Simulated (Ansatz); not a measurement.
# FH₄NSi + H₂ + H₂O: a complex and its separated parts

Aim: how far the complex at one end of a reaction step lies below its separated, relaxed parts, level by level.

Computed with Ansatz 0.2.0, Gaussian basis. Level: PBE0-D4/def2-TZVP structures, single points in def2-TZVPP, no counterpoise correction.

Levels: SPW92, PBE-D4, BLYP-D4, r2SCAN-D4, B97M-V, PBE0-D4, B3LYP-D4, r2SCAN0-D4, BHLYP-D4, CAM-B3LYP-D4, wB97X-V, wB97M-V, B2PLYP, PBE-QIDH, RPA on PBE, Hartree-Fock, MP2, CCSD, CCSD(T).

Correlated methods freeze the cores. B3LYP uses VWN-RPA correlation. B2PLYP carries no dispersion term here.

113 further runs of the same task are left out: 113 set aside as unsound or not needed.

## (1) The starting structure

The complex: 12 atoms, charge 0, spin multiplicity 1.

Atoms are counted from 1 here; the program's logs count them from 0.

Bond lengths: Si1–H3 1.478 Å, Si1–H4 1.479 Å, Si1–N5 1.704 Å, Si1–F7 1.605 Å, H2–H8 0.750 Å, N5–H10 1.006 Å, N5–H11 1.007 Å, H6–O9 0.960 Å, O9–H12 0.966 Å. Angles: H3–Si1–H4 114.3°, H3–Si1–N5 110.0°, H3–Si1–F7 106.1°, H4–Si1–N5 109.4°, H4–Si1–F7 106.0°, N5–Si1–F7 110.9°, Si1–N5–H10 122.1°, Si1–N5–H11 121.7°, H10–N5–H11 112.4°, H6–O9–H12 104.0°.

Coordinates:

```xyz
12
FH8NOSi
Si   -1.5664   -0.3622    0.2109
H     1.9823   -1.5522   -1.2085
H    -1.4559   -1.7766   -0.2027
H    -2.9534    0.1476    0.2707
N    -0.6448    0.6218   -0.8305
H     1.5963    0.5504    1.8259
F    -1.0040   -0.2929    1.7121
H     2.1040   -1.0341   -0.6804
O     1.8476    0.9064    0.9702
H    -0.9684    1.5226   -1.1409
H     0.0573    0.2354   -1.4406
H     1.0056    1.0337    0.5139
```

Its parts: FH₄NSi holds atoms 1, 3, 4, 5, 7, 10, 11; H₂ holds atoms 2, 8; H₂O holds atoms 6, 9, 12. Each part counts its atoms afresh in its own runs.

## (2) Relaxing FH₄NSi alone

File relax-a/in.yaml:

```yaml
crystal:
  periodic: [false, false, false]
  atoms:
    - {symbol: Si, position_ang: [-1.566356, -0.362168, 0.210885]}
    - {symbol: H, position_ang: [-1.455898, -1.776557, -0.202659]}
    - {symbol: H, position_ang: [-2.953356, 0.147574, 0.270689]}
    - {symbol: N, position_ang: [-0.644823, 0.621799, -0.830536]}
    - {symbol: F, position_ang: [-1.003971, -0.292913, 1.712076]}
    - {symbol: H, position_ang: [-0.968385, 1.522611, -1.140853]}
    - {symbol: H, position_ang: [0.057258, 0.235427, -1.440649]}
basis:
  gaussian: {orbitals: def2-TZVP}
hamiltonian: {xc: pbe0, dispersion: d4}
relax: {f_tol: 0.005, max_steps: 200}
```

Run with:

```bash
> ansatz run in.yaml --threads 4 --pin off --events-out ev --progress --plain --max-ram 9574MiB
```

After this run come: Relaxing H₂ alone; Relaxing H₂O alone; SPW92/def2-TZVPP; PBE-D4/def2-TZVPP; BLYP-D4/def2-TZVPP; r2SCAN-D4/def2-TZVPP; B97M-V/def2-TZVPP; PBE0-D4/def2-TZVPP; B3LYP-D4/def2-TZVPP; r2SCAN0-D4/def2-TZVPP; BHLYP-D4/def2-TZVPP; CAM-B3LYP-D4/def2-TZVPP; wB97X-V/def2-TZVPP; wB97M-V/def2-TZVPP; B2PLYP/def2-TZVPP; PBE-QIDH/def2-TZVPP; RPA on PBE/def2-TZVPP; CCSD(T)/def2-TZVPP; Vibrations of FH₄NSi; Vibrations of H₂; Vibrations of H₂O.

Q: Predict the outcome of this session. Wanted: complex less parts, CCSD(T)/def2-TZVPP; with zero-point energy; largest T1 diagnostic.

The runs gave:

| quantity | value |
| --- | --- |
| complex less parts, CCSD(T)/def2-TZVPP | -5.0 kcal/mol |
| with zero-point energy | -1.8 kcal/mol |
| largest T1 diagnostic | 0.011 |

What this shows: At CCSD(T) the complex lies 5.0 kcal/mol below its parts. Among the functionals PBE-QIDH lands nearest to CCSD(T) (+0.1 kcal/mol) and SPW92 farthest (-5.4 kcal/mol). Mean unsigned error by rung: LDA 5.4, GGA 1.6, meta-GGA 1.0, hybrid 1.0, range-separated hybrid 1.1, double hybrid 0.4 kcal/mol. PBE-D4 gives a relative energy 2.0 kcal/mol too low, outside chemical accuracy (1 kcal/mol). No counterpoise was applied, and triple zeta lacks some correlation, so the CCSD(T) reference has a basis error of its own, and close matches with it are partly luck.
